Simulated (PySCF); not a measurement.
# C5H7FO2: excited states

Wanted: excited states for C5H7FO2 (`COC(=O)/C=C(\C)F`).

Computed with PySCF 2.14.0 and routines of our own; the level stands in each step. Atoms count from 0.

## 1. The starting structure

15 atoms, charge 0, multiplicity 1; geometry from: GFN2-xTB.

## 2. Excited states: TDA BHandHLYP/def2-SVP

What the job is given:

```
{"job": {"kind": "states", "xc": "BHandHLYP", "basis": "def2-SVP", "tda": true, "soc": true, "nstates": 5, "ntriplets": 5, "nquad": 4}, "charge": 0, "multiplicity": 1}
C      2.894932    -0.116348    -0.143150
O      1.737270     0.703257    -0.174060
C      0.561565     0.067351    -0.039847
O      0.466972    -1.128702     0.101559
C     -0.546330     1.024264    -0.089448
C     -1.822613     0.651114     0.022380
C     -2.361816    -0.716824     0.207485
F     -2.767543     1.608601    -0.036014
H      2.958651    -0.648613     0.808288
H      3.743649     0.551390    -0.264983
H      2.863419    -0.849233    -0.952182
H     -0.281601     2.060575    -0.222687
H     -3.446428    -0.684640     0.268106
H     -1.950597    -1.160382     1.112465
H     -2.053944    -1.353821    -0.619823
```

Method: TDA BHandHLYP/def2-SVP excited states, vertical, gas phase, spin-orbit mean-field couplings.

Started as:

```console
$ OMP_NUM_THREADS=1 python excited_run.py task.json out
```

The driver reads the jobs from task.json and runs them one after another.

Log:

```text
coarse grid: 13032 points
cycle   1  E = -444.2126786213  dE =  1.415e+00  |g| = 9.698e-01  |ddm| = 4.024e+00
cycle   2  E = -444.1135273810  dE =  9.915e-02  |g| = 1.246e+00  |ddm| = 1.872e+00
cycle   3  E = -444.3960108228  dE = -2.825e-01  |g| = 1.522e-01  |ddm| = 1.143e+00
cycle   4  E = -444.3996497478  dE = -3.639e-03  |g| = 7.623e-02  |ddm| = 1.810e-01
cycle   5  E = -444.4007713732  dE = -1.122e-03  |g| = 1.096e-02  |ddm| = 6.424e-02
cycle   6  E = -444.4008032791  dE = -3.191e-05  |g| = 3.183e-03  |ddm| = 1.562e-02
cycle   7  E = -444.4008067744  dE = -3.495e-06  |g| = 8.628e-04  |ddm| = 4.860e-03
final grid: 127664 points
cycle   8  E = -444.4571685485  dE = -2.021e-05  |g| = 3.578e-03  |ddm| = 2.093e-02
cycle   9  E = -444.4571686497  dE = -1.011e-07  |g| = 3.779e-03  |ddm| = 6.571e-03
cycle  10  E = -444.4571713280  dE = -2.678e-06  |g| = 3.890e-04  |ddm| = 3.278e-03
cycle  11  E = -444.4571713551  dE = -2.711e-08  |g| = 1.893e-04  |ddm| = 4.380e-04
cycle  12  E = -444.4571713615  dE = -6.394e-09  |g| = 7.384e-05  |ddm| = 2.276e-04
cycle  13  E = -444.4571713627  dE = -1.192e-09  |g| = 1.475e-05  |ddm| = 6.829e-05
cycle  14  E = -444.4571713628  dE = -6.776e-11  |g| = 4.800e-06  |ddm| = 2.645e-05
converged SCF energy = -444.4571713628

Singlet excitations
state   eV       nm        f     d(h-e)  d(exc)  Lambda  PR(NTO)  |dmu|/D   mu/D   main configurations
  1   5.6994   217.5   0.00064   0.979   2.343   0.399   1.007    2.712    3.405   H-1->L 0.89, H-1->L+3 0.08
  2   6.8752   180.3   0.57805   0.568   2.483   0.788   1.090    1.957    1.261   H->L 0.94
  3   7.9852   155.3   0.08218   1.954   3.081   0.445   1.120    6.390    7.141   H-2->L 0.94
  4   8.6214   143.8   0.00067   0.415   2.556   0.420   1.082    1.288    0.546   H-4->L 0.72, H-3->L 0.20
  5   8.7463   141.8   0.00012   1.130   2.768   0.366   1.096                     H-3->L 0.60, H-4->L 0.19

Triplet excitations (Tamm-Dancoff)
state   eV     d(h-e)  d(exc)  Lambda  PR(NTO)   main configurations
  1   3.8507   0.185   2.188   0.791   1.024   H->L 0.93
  2   5.2282   0.908   2.284   0.398   1.008   H-1->L 0.86, H-1->L+3 0.10
  3   5.9354   0.956   2.374   0.474   1.095   H-2->L 0.70, H-2->L+3 0.10
  4   8.1038   0.377   2.643   0.620   1.510   H->L+3 0.60, H-2->L 0.12, H-5->L 0.10
  5   8.1956   0.266   2.497   0.416   1.130   H-4->L 0.65, H-3->L 0.24
S1 - T1 = 1.8488 eV

Spin-orbit couplings |<S|Hso|T>| (cm-1)
             T1       T2       T3       T4       T5
S0        0.088   49.231    0.097    0.422   55.326
S1       18.280    0.267   33.887   17.684   14.054
S2        0.035   21.344    0.069    0.159   14.966
S3        0.065   27.522    0.015    0.048    9.974
S4       15.000    9.050    5.605   11.134    0.329
S5       15.141   36.703    3.599   21.032    9.426
T1 sublevels (cm-1): 0.000 0.006 0.011   radiative rates (1/s): 0.138 0.00107 0.288
```

Wall time 25 s (1 thread of Arm Neoverse V1, shared host); peak memory 0.63 GiB.

From this job:

| quantity | value |
| --- | --- |
| S1 less T1 | 1.85 eV |

## 3. Excited states: TDDFT PBE0/aug-cc-pVDZ

The job, as its differences from that of step 2:

```diff
@@ -1,2 +1,2 @@
-{"job": {"kind": "states", "xc": "BHandHLYP", "basis": "def2-SVP", "tda": true, "soc": true, "nstates": 5, "ntriplets": 5, "nquad": 4}, "charge": 0, "multiplicity": 1}
+{"job": {"kind": "states", "xc": "PBE0", "basis": "aug-cc-pVDZ", "tpa": true, "nstates": 6, "nquad": 5, "ntriplets": 0}, "charge": 0, "multiplicity": 1}
 C      2.894932    -0.116348    -0.143150
```

Level: TDDFT PBE0/aug-cc-pVDZ excited states, vertical, gas phase, two-photon moments by quadratic response.

Log:

```text
coarse grid: 13032 points
cycle   1  E = -444.4237053608  dE =  1.312e+00  |g| = 9.314e-01  |ddm| = 1.135e+01
cycle   2  E = -444.0645498182  dE =  3.592e-01  |g| = 1.644e+00  |ddm| = 4.903e+00
cycle   3  E = -444.5785296030  dE = -5.140e-01  |g| = 2.723e-01  |ddm| = 3.481e+00
cycle   4  E = -444.5918984803  dE = -1.337e-02  |g| = 9.222e-02  |ddm| = 4.956e-01
cycle   5  E = -444.5933088122  dE = -1.410e-03  |g| = 2.902e-02  |ddm| = 1.681e-01
cycle   6  E = -444.5935073731  dE = -1.986e-04  |g| = 5.373e-03  |ddm| = 8.155e-02
cycle   7  E = -444.5935123895  dE = -5.016e-06  |g| = 2.806e-03  |ddm| = 2.032e-02
final grid: 127664 points
cycle   8  E = -444.6003624842  dE = -3.015e-05  |g| = 1.230e-02  |ddm| = 2.989e-01
cycle   9  E = -444.6003177413  dE =  4.474e-05  |g| = 1.911e-02  |ddm| = 7.043e-02
cycle  10  E = -444.6003953282  dE = -7.759e-05  |g| = 1.869e-03  |ddm| = 3.691e-02
cycle  11  E = -444.6003960383  dE = -7.101e-07  |g| = 4.582e-04  |ddm| = 3.738e-03
cycle  12  E = -444.6003960710  dE = -3.277e-08  |g| = 1.942e-04  |ddm| = 9.687e-04
cycle  13  E = -444.6003960784  dE = -7.360e-09  |g| = 4.733e-05  |ddm| = 4.551e-04
cycle  14  E = -444.6003960788  dE = -4.421e-10  |g| = 1.740e-05  |ddm| = 1.316e-04
converged SCF energy = -444.6003960788

Singlet excitations
state   eV       nm        f     d(h-e)  d(exc)  Lambda  PR(NTO)  |dmu|/D   mu/D   delta(TPA)   sigma/GM   main configurations
  1   5.1235   242.0   0.00010   1.231   2.576   0.394   1.004    3.191    3.753        0.07      0.001   H-1->L 0.97
  2   6.0883   203.6   0.41661   0.632   2.657   0.763   1.144    1.795    1.283       80.85      1.098   H->L 0.96
  3   6.6629   186.1   0.00498   0.333   4.293   0.248   1.004    1.142    1.767       31.93      0.519   H->L+1 0.90
  4   6.7770   182.9   0.03623   2.135   3.324   0.447   1.164    6.330    6.970      169.13      2.846   H-2->L 0.95
  5   7.0749   175.2   0.02944   0.424   4.335   0.184   1.048    0.246    0.523        4.72      0.087   H-1->L+1 0.94
  6   7.2042   172.1   0.00302   2.250   5.592   0.186   1.008                                            H->L+2 0.86
```

It took 68 s on 1 thread of Arm Neoverse V1, shared host; peak memory 0.89 GiB.

## 4. What came out

| quantity | value |
| --- | --- |
| S1 less T1 (step 2, TDA BHandHLYP/def2-SVP) | 1.85 eV |

In step 2, the number of triplets below S1 is 2, and the largest singlet-triplet spin-orbit coupling is S0–T5, 55.33 cm⁻¹.
